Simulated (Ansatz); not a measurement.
# AsH4O: the cost of one run

All numbers below are computed with Ansatz 0.2.0 (UKS PBE0-D4/def2-mTZVP).

### Step 1. Starting point

Bond lengths: As2–H4 1.494 Å, As2–H5 1.499 Å, O3–H6 0.958 Å. Angles: H4–As2–H5 89.6°.

Structure file:

```xyz
6

H    -0.1168   -0.5216   -0.2140
As    0.9293    1.1567   -0.1818
O    -0.7596   -1.5742    0.0662
H     0.7007    1.2582    1.2907
H    -0.3463    1.9062   -0.4199
H    -0.4073   -2.2253   -0.5412
```

### Step 2. Run 1

150 steps of 0.5 fs at constant energy, with velocities drawn for 300 K.

Contents of input.yaml:

```yaml
crystal:
  periodic: [false, false, false]
  atoms:
    - { symbol: H, position_ang: [-0.1168, -0.5216, -0.214] }
    - { symbol: As, position_ang: [0.9293, 1.1567, -0.1818] }
    - { symbol: O, position_ang: [-0.7596, -1.5742, 0.0662] }
    - { symbol: H, position_ang: [0.7007, 1.2582, 1.2907] }
    - { symbol: H, position_ang: [-0.3463, 1.9062, -0.4199] }
    - { symbol: H, position_ang: [-0.4073, -2.2253, -0.5412] }
magnetization:
  spin_polarized: true
  initial_magnetization: 1
basis:
  gaussian: { orbitals: def2-mTZVP }
hamiltonian:
  xc: pbe0
  dispersion: d4
md:
  timestep: 0.5
  n_steps: 150
  ensemble: nve
  temperature: 300.0
  initial_velocities: maxwell_boltzmann
  seed: 161306
```

Command:

```
> ansatz run input.yaml --threads 1 --pin off --max-ram 2048MiB --backend cpu --events-out ev --progress --plain --runs-dir out
```

**Question.** How long does this run take on 1 thread of Arm Neoverse V2, shared host, and how much memory does it need?

About 7.1 min, with a peak of 0.17 GiB.
